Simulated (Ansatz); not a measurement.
# Ba: the cost of one run

Program: Ansatz 0.2.0. Level of theory: DFT PBEsol, scalar-relativistic. These are calculated values, not measurements.

**1. The system as given**

Symmetry: Im-3m, No. 229, cubic system. Conventional cell: a = 5.000 Å, b = 5.000 Å, c = 5.000 Å, α = 90.00°, β = 90.00°, γ = 90.00°. Ba (site symmetry m-3m) is surrounded by 8 Ba at 4.33 Å.

Coordinates:

```cif
data_structure
_symmetry_space_group_name_H-M 'Im-3m'
_symmetry_Int_Tables_number 229
_cell_length_a 5.0000
_cell_length_b 5.0000
_cell_length_c 5.0000
_cell_angle_alpha 90.000
_cell_angle_beta 90.000
_cell_angle_gamma 90.000
_cell_volume 125.00
loop_
_atom_site_label
_atom_site_type_symbol
_atom_site_symmetry_multiplicity
_atom_site_Wyckoff_symbol
_atom_site_fract_x
_atom_site_fract_y
_atom_site_fract_z
_atom_site_occupancy
Ba1 Ba 2 a 0.00000 0.00000 0.00000 1
```

The file gives the conventional cell by its symmetry; the runs use the cell typed in the input.

**2. After the deformation**

Space group Im-3m before, I4/mmm after.

**3. Full-potential LAPW**

File input.yaml:

```yaml
crystal:
  lattice:
    - [-2.475, 2.475, 2.5]
    - [2.475, -2.475, 2.5]
    - [2.475, 2.475, -2.5]
  atoms:
    - { symbol: Ba, position: [0.0, 0.0, 0.0] }
kpoints:
  mp_grid: { grid: [10, 10, 10] }
  band_path:
    path:
      - [0.0, 0.0, 0.0]
      - [0.0, 0.0, 0.5]
      - [0.25, 0.25, 0.25]
      - [0.0, 0.5, 0.0]
      - [0.0, 0.0, 0.0]
      - [0.5, 0.5, -0.5]
      - [0.495025, 0.504975, -0.495025]
      - [-0.495025, 0.495025, 0.495025]
      - [0.0, 0.0, 0.0]
    npoints: 5
scf:
  occupations: { method: fermi_dirac, width: 0.05 }
hamiltonian:
  xc: pbesol
  pseudopotentials: { kind: all_electron, lapw: { basis_error: 0.0005 } }
output:
  forces: true
  stress: true
  eigenvalues: true
```

On the command line:

```bash
> ansatz run input.yaml --threads 1 --pin off --max-ram 3072MiB --backend cpu --events-out ev --progress --plain --runs-dir out
```

What time and memory should one allow on 1 thread of Intel Xeon Platinum 8488C (Sapphire Rapids), shared host?

About 5.5 s, with a peak of 0.29 GiB.
